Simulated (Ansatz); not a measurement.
**TaWSe4 (P-6m2): convergence test of the k-point mesh in Python**

How fine a k-point mesh does TaWSe4 (P-6m2) need? Aim: a convergence test of the k-point mesh, for TaWSe4 (P-6m2), run from a script.

Program: the Python package of Ansatz 0.2.0. Level of theory: DFT PBEsol, plane waves, PAW. These are calculated values, not measurements.

## Step 1: Starting point

Symmetry: P-6m2, No. 187, hexagonal system. The conventional cell has a = 3.403 Å, b = 3.403 Å, c = 13.575 Å, α = 90.00°, β = 90.00°, γ = 120.00°. Ta (site symmetry -6m2) is surrounded by 6 Se at 2.60 Å. W (site symmetry -6m2) has 6 Se at 2.57 Å as nearest neighbours. Se (site symmetry 3m) has 3 Ta at 2.60 Å as nearest neighbours. Around Se (site symmetry 3m) lie 3 W at 2.57 Å.

The script reads tawse4.vasp:

```text
TaWSe4
1.0
   3.40252158    0.00000000    0.00000000
  -1.70126079    2.94667012    0.00000000
   0.00000000    0.00000000   13.57549700
Ta W Se
1 1 4
Direct
   0.66666667    0.33333333    0.50000000
   0.66666667    0.33333333    0.00000000
   0.33333333    0.66666667    0.62595800
   0.00000000    0.00000000    0.87811800
   0.00000000    0.00000000    0.12188200
   0.33333333    0.66666667    0.37404200
```

## Step 2: The script

File kconv.py:

```python
"""k-point test for TaWSe4."""

import ansatz as az
from ase.io import read
import matplotlib.pyplot as plt

atoms = read("tawse4.vasp", format="vasp")
xtal = az.Crystal.from_ase(atoms)

base = (
    xtal.calculation()
    .functional("pbesol")
    .pseudopotentials("paw")
    .basis(260, density_ratio=4)
    .occupations("fermi_dirac")
    .scf(tolerance=1e-08, max_iterations=60, algorithm="density_mixing")
    .stress()
)

rows = []
for value in [0.9, 0.7, 0.55, 0.45, 0.35]:
    report = base.kpoints(spacing=value).run().report
    rows.append((value, report["free_energy_ev"] / len(report["lattice"]["sites"]), report["n_iterations"], sum(report["stress_gpa"][i][i] for i in range(3)) / 3, report["n_kpoints"]))

print("spacing (1/A)   F/atom (eV)    iterations       P (GPa)      k-points")
for row in rows:
    print(f"{str(row[0]):>12s}  {row[1]:12.5f}  {row[2]:12d}  {row[3]:12.3f}  {row[4]:12d}")

# differences from the last row
for row in rows[:-1]:
    shift = 1000 * (row[1] - rows[-1][1])
    print(f"{row[0]}: {shift:+.2f} meV/atom" + ("  (within 1 meV)" if abs(shift) < 1 else ""))
plt.figure(figsize=(4.5, 3))
plt.plot([str(row[0]) for row in rows], [1000 * (row[1] - rows[-1][1]) for row in rows], "o-")
plt.xlabel("spacing (1/A)")
plt.ylabel("F - F(last) (meV/atom)")
plt.tight_layout()
plt.savefig("kconv.png", dpi=100)
```

## Step 3: The input behind the calls

The package turns the script's settings into the engine's input (first run):

```yaml
crystal:
  lattice:
    - [3.40252158, 0.0, 0.0]
    - [-1.70126079, 2.94667012, 0.0]
    - [0.0, 0.0, 13.575497]
  atoms:
    - { symbol: Ta, position: [0.6666666699999999, 0.33333333, 0.5] }
    - { symbol: W, position: [0.6666666699999999, 0.33333333, 0.0] }
    - { symbol: Se, position: [0.33333333, 0.66666667, 0.625958] }
    - { symbol: Se, position: [0.0, 0.0, 0.878118] }
    - { symbol: Se, position: [0.0, 0.0, 0.121882] }
    - { symbol: Se, position: [0.33333333, 0.66666667, 0.374042] }
basis:
  ecutwfc: 260.0
  ecutrho_ratio: 4
kpoints:
  mp_grid:
    kspacing: 0.9
hamiltonian:
  xc: pbesol
  pseudopotentials:
    kind: paw
scf:
  max_iter: 60
  algorithm: density_mixing
  convergence:
    dr2_threshold: 1.0e-08
  occupations:
    method: fermi_dirac
output:
  stress: true
```

## Step 4: Launch

Command:

```
python kconv.py
```

What it wrote:

```text
DeckWarning: basis.ecutwfc = 260 eV is below the records' recommended 420 eV, and the density's cutoff is lower with it unless basis.ecutrho_ratio is high enough to keep the records' density cutoff: compare with a run at a higher cutoff
DeckWarning: basis.ecutrho_ratio = 4 (ecutrho = 1040 eV) is below the records' recommended 1680 eV
DeckWarning: output.stress: scf.convergence.dr2_threshold = 1e-8 eV is looser than the 6e-10 eV advised for a printed stress (1e-10 eV for each atom of the cell: 6). What an SCF threshold leaves in a stress goes as its square root, and in the free energy as [...]
spacing (1/A)   F/atom (eV)    iterations       P (GPa)      k-points
         0.9   -6960.43953             9        -4.567             3
         0.7   -6960.43759            11        -4.562             4
        0.55   -6960.43759            11        -4.562             4
        0.45   -6960.44453            10        -4.498            10
        0.35   -6960.44472            10        -4.584            16
0.9: +5.19 meV/atom
0.7: +7.13 meV/atom
0.55: +7.13 meV/atom
0.45: +0.19 meV/atom  (within 1 meV)
```

(Warnings from the package without file and line, shortened.)

It took 19 s on 1 thread of Intel Xeon Platinum 8259CL at 2.50GHz (Skylake/Cascade Lake), shared host; peak memory 0.53 GiB.

## Step 5: What changed from run to run

The engine's inputs for some of the other runs:

Run 2, against run 1:

```diff
@@ -18 +18 @@
-    kspacing: 0.9
+    kspacing: 0.7
```

Run 3, against run 1:

```diff
@@ -18 +18 @@
-    kspacing: 0.9
+    kspacing: 0.55
```

Run 5, against run 1:

```diff
@@ -18 +18 @@
-    kspacing: 0.9
+    kspacing: 0.35
```

## Step 6: What each run gave

From the records of these 5 runs:

```
run  k spacing  energy from run 5 (meV/atom)  pressure (GPa)  SCF cycles  CPU time (s)
  1        0.9                          5.19           -4.57           9           1.8
  2        0.7                          7.13           -4.56          11           1.8
  3       0.55                          7.13           -4.56          11           1.8
  4       0.45                          0.19           -4.50          10           3.6
  5       0.35                          0.00           -4.58          10           5.8
```

Energies are free energies F = E - TS of the smeared occupations. 

## Step 7: What came out

| quantity | value |
| --- | --- |
| runs compared | 5 |
| last run but one, from the last | +0.19 meV/atom |
| within 5 meV/atom of the last run from | 0.45 |

Runs 1, 2, 3, 4, 5: each has a cutoff under the recommended one, so what rests on them isn't a property of the system. From k spacing 0.45 on, the energy stays within 1 meV/atom of the last run. The cutoff lies under the one recommended for these potentials. The cell holds an odd number of electrons and is run without spin, so a magnetic state may lie lower. The smearing is wide enough that free energy and stress hold a thermal part of the electrons. Spin-orbit coupling, which matters for elements this heavy, is left out. This cell is a computed structure, which may not be the phase found in nature. Shifts are counted from the finest mesh, which is itself no proven limit.
